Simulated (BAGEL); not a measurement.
**CH2BClO2 (SMILES OB1OC1Cl) at B3LYP/cc-pVDZ (density fitting with qzvpp-jkfit)**

What is the energy change on altering one bond length of CH2BClO2 at B3LYP/cc-pVDZ (density fitting with qzvpp-jkfit)? 

The results are computed with BAGEL 1.2.2.

### Step 1. Starting point

The species is CH2BClO2 (7 atoms), meant as a singlet with charge 0. As SMILES, `OB1OC1Cl`. The coordinates come from a PBE0-D4/def2-TZVP relaxation. This is one conformer, not always the lowest.

Bond lengths: O1–B2 1.333 Å, B2–O3 1.346 Å, B2–C4 1.501 Å, O3–C4 1.482 Å, C4–Cl5 1.751 Å, O1–H6 0.963 Å, C4–H7 1.084 Å. Some angles: O1–B2–O3 141.1°, O1–B2–C4 156.4°, O3–B2–C4 62.5°, B2–O3–C4 63.9°, B2–C4–O3 53.6°, B2–C4–Cl5 122.2°, O3–C4–Cl5 114.6°, B2–O1–H6 114.1°, B2–C4–H7 126.8°, O3–C4–H7 112.7°.

### Step 2. The energy at B3LYP/cc-pVDZ (density fitting with qzvpp-jkfit)

The input, job.json:

```json
{ "bagel" : [

{
  "title" : "molecule",
  "basis" : "cc-pvdz.json",
  "df_basis" : "qzvpp-jkfit",
  "angstrom" : true,
  "geometry" : [
    { "atom" : "O", "xyz" : [   -1.069500,    0.083800,    1.473600 ] },
    { "atom" : "B", "xyz" : [   -0.291500,   -0.110200,    0.408800 ] },
    { "atom" : "O", "xyz" : [   -0.164100,   -0.913600,   -0.663800 ] },
    { "atom" : "C", "xyz" : [    0.832700,    0.177100,   -0.543800 ] },
    { "atom" : "Cl", "xyz" : [    0.715300,    1.412400,   -1.778600 ] },
    { "atom" : "H", "xyz" : [   -1.811400,   -0.526600,    1.535200 ] },
    { "atom" : "H", "xyz" : [    1.849700,   -0.190900,   -0.477200 ] }
  ]
},
{
  "title" : "ks",
  "xc_func" : "b3lyp"
},
{
  "title" : "print",
  "file" : "orbitals.molden",
  "orbitals" : true
}

]}
```

The basis set cc-pVDZ is read from a file made from the Basis Set Exchange's data (not shown).

Started as:

```bash
BAGEL_NUM_THREADS=1 BAGEL job.json > job.out
```

Log:

```text
* using 1 threads per process

  ===============================================================
  ===============================================================

  *** Geometry ***

  { "atom" : "O", "xyz" : [     -2.021062,      0.158359,      2.784700 ] },
  { "atom" : "B", "xyz" : [     -0.550855,     -0.208248,      0.772520 ] },
  { "atom" : "O", "xyz" : [     -0.310104,     -1.726454,     -1.254400 ] },
  { "atom" : "C", "xyz" : [      1.573575,      0.334670,     -1.027633 ] },
  { "atom" : "Cl", "xyz" : [      1.351721,      2.669049,     -3.361067 ] },
  { "atom" : "H", "xyz" : [     -3.423050,     -0.995130,      2.901108 ] },
  { "atom" : "H", "xyz" : [      3.495426,     -0.360749,     -0.901777 ] },

  Number of auxiliary basis functions:      468

  Since a DF basis is specified, we compute 2- and 3-index integrals:
    o Being stored without compression. Storage requirement is 0.026 GB

  Number of basis functions:       84
  Number of electrons      :       46

    * METHOD: MOLECULE                             0.36

  *** Kohn-Sham DFT ***

    * Removing 13631 points whose weight is below 1.00e-10
    * Grid points: 90711

  === Nuclear Repulsion ===
   194.5269959800

       - DIIS with orbital gradients will be used.

  === KS iteration (b3lyp / cc-pvdz.json) ===
      0       -641.77427166          0.14434379           0.49
      1       -562.33669977          0.22474586           0.48
      2       -625.71975899          0.11478200           0.48
      3       -607.41855809          0.19555260           0.48
      4       -651.59099193          0.14520636           0.48
      5       -653.18153544          0.15482608           0.48
      6       -646.88741271          0.16405618           0.48
      7       -641.02206092          0.17596661           0.49
      8       -630.61083111          0.12131023           0.51
      9       -639.83364765          0.18517293           0.49
     10       -632.17432415          0.18540890           0.49
     11       -650.47783548          0.14802491           0.50
     12       -649.38849529          0.15529397           0.49
     13       -645.83080864          0.16585177           0.49
     14       -600.91605782          0.15758940           0.49
     15       -649.95744468          0.13279837           0.50
     16       -668.36817653          0.07032398           0.50
     17       -674.78832932          0.01222735           0.51
     18       -674.73042459          0.01370918           0.51
     19       -674.87627441          0.00275145           0.51
     20       -674.87837982          0.00151245           0.50
     21       -674.87947457          0.00063740           0.50
     22       -674.87973115          0.00018341           0.50
     23       -674.87975230          0.00003760           0.50
     24       -674.87975275          0.00002752           0.50
     25       -674.87975315          0.00000220           0.49
     26       -674.87975315          0.00000138           0.50
     27       -674.87975315          0.00000052           0.50
     28       -674.87975315          0.00000031           0.50
     29       -674.87975315          0.00000015           0.50
     30       -674.87975315          0.00000006           0.50
     31       -674.87975315          0.00000001           0.49
     32       -674.87975315          0.00000000           0.49
    * SCF iteration converged.

    * Permanent dipole moment:
           (    0.309685,     0.472778,    -0.705155) a.u.

    * METHOD: KS                                  17.10

    * METHOD: PRINT                                0.02

  ===============================================================
```

Wall time 18 s (1 thread of Arm Neoverse N1, shared host); peak memory 0.38 GiB.

### Step 3. The distorted shape

The input, job.json:

```json
{ "bagel": [

{
  "title": "molecule",
  "basis": "cc-pvdz.json",
  "df_basis": "qzvpp-jkfit",
  "angstrom": true,
  "geometry": [
    { "atom": "O", "xyz": [      -1.883056,       0.378184,       1.420323 ] },
    { "atom": "B", "xyz": [      -1.105056,       0.184184,       0.355523 ] },
    { "atom": "O", "xyz": [      -0.977656,      -0.619216,      -0.717077 ] },
    { "atom": "C", "xyz": [       0.019144,       0.471484,      -0.597077 ] },
    { "atom": "Cl", "xyz": [      -0.098256,       1.706784,      -1.831877 ] },
    { "atom": "H", "xyz": [      -2.624956,      -0.232216,       1.481923 ] },
    { "atom": "H", "xyz": [       1.849700,      -0.190900,      -0.477200 ] }
  ]
},

{ "title": "ks", "xc_func": "b3lyp" },

{ "title": "print", "file": "orbitals.molden", "orbitals": true }

]}
```

The basis set cc-pVDZ is read from a file made from the Basis Set Exchange's data (not shown).

Started as:

```bash
BAGEL_NUM_THREADS=1 BAGEL job.json > job.out
```

Log:

```text
* using 1 threads per process

  ===============================================================
  ===============================================================

  *** Geometry ***

  { "atom" : "O", "xyz" : [     -3.558460,      0.714664,      2.684021 ] },
  { "atom" : "B", "xyz" : [     -2.088253,      0.348057,      0.671841 ] },
  { "atom" : "O", "xyz" : [     -1.847502,     -1.170149,     -1.355079 ] },
  { "atom" : "C", "xyz" : [      0.036177,      0.890976,     -1.128312 ] },
  { "atom" : "Cl", "xyz" : [     -0.185677,      3.225354,     -3.461746 ] },
  { "atom" : "H", "xyz" : [     -4.960448,     -0.438825,      2.800429 ] },
  { "atom" : "H", "xyz" : [      3.495426,     -0.360749,     -0.901777 ] },

  Number of auxiliary basis functions:      468

  Since a DF basis is specified, we compute 2- and 3-index integrals:
    o Being stored without compression. Storage requirement is 0.026 GB

  Number of basis functions:       84
  Number of electrons      :       46

    * METHOD: MOLECULE                             0.35

  *** Kohn-Sham DFT ***

    * Removing 12871 points whose weight is below 1.00e-10
    * Grid points: 91471

  === Nuclear Repulsion ===
   191.3677139920

       - DIIS with orbital gradients will be used.

  === KS iteration (b3lyp / cc-pvdz.json) ===
      0       -646.60936249          0.10718866           0.49
      1       -591.36225739          0.20754410           0.48
      2       -625.00220416          0.10785350           0.48
      3       -604.65024575          0.19758340           0.48
      4       -647.27167028          0.15200942           0.48
      5       -646.05925623          0.15876600           0.48
      6       -645.84303034          0.15928398           0.48
      7       -629.88110676          0.20122603           0.48
      8       -613.89414831          0.14705219           0.48
      9       -649.91030396          0.12160220           0.48
     10       -673.72050230          0.03910157           0.48
     11       -674.21085416          0.02582891           0.47
     12       -674.68826488          0.00974411           0.48
     13       -674.75165104          0.00347540           0.47
     14       -674.75219060          0.00350072           0.48
     15       -674.76006811          0.00041078           0.48
     16       -674.76017178          0.00014246           0.48
     17       -674.76016545          0.00016017           0.48
     18       -674.76018376          0.00002493           0.48
     19       -674.76018360          0.00002886           0.48
     20       -674.76018420          0.00000313           0.48
     21       -674.76018421          0.00000155           0.48
     22       -674.76018421          0.00000033           0.48
     23       -674.76018421          0.00000028           0.48
     24       -674.76018421          0.00000005           0.48
     25       -674.76018421          0.00000003           0.48
     26       -674.76018421          0.00000001           0.48
    * SCF iteration converged.

    * Permanent dipole moment:
           (    0.765012,     0.304067,    -0.601982) a.u.

    * METHOD: KS                                  13.69

    * METHOD: PRINT                                0.02

  ===============================================================
```

Run time: 14 s. Hardware: 1 thread of Arm Neoverse N1, shared host; peak memory 0.38 GiB.

### Step 4. What came out

Level: B3LYP/cc-pVDZ (density fitting with qzvpp-jkfit).

| quantity | value |
| --- | --- |
| first shape: total energy | -674.87975 Eh |
| first shape: dipole moment | 2.30 D |
| first shape: HOMO energy | -7.43 eV |
| first shape: LUMO energy | 0.38 eV |
| first shape: HOMO–LUMO gap | 7.81 eV |
| distorted shape: total energy | -674.76018 Eh |
| distorted shape: dipole moment | 2.59 D |
| distorted shape: HOMO energy | -7.26 eV |
| distorted shape: LUMO energy | -2.47 eV |
| distorted shape: HOMO–LUMO gap | 4.79 eV |
| energy change with the C4–H7 bond stretched from 1.084 to 1.950 Å | 3.254 eV |

What this shows: With the C4–H7 bond stretched from 1.084 to 1.950 Å the energy rises by 3.25 eV (314 kJ/mol). The first shape isn't relaxed at this level, so the change isn't measured from a minimum. A restricted reference can't describe the breaking bond well at this length.
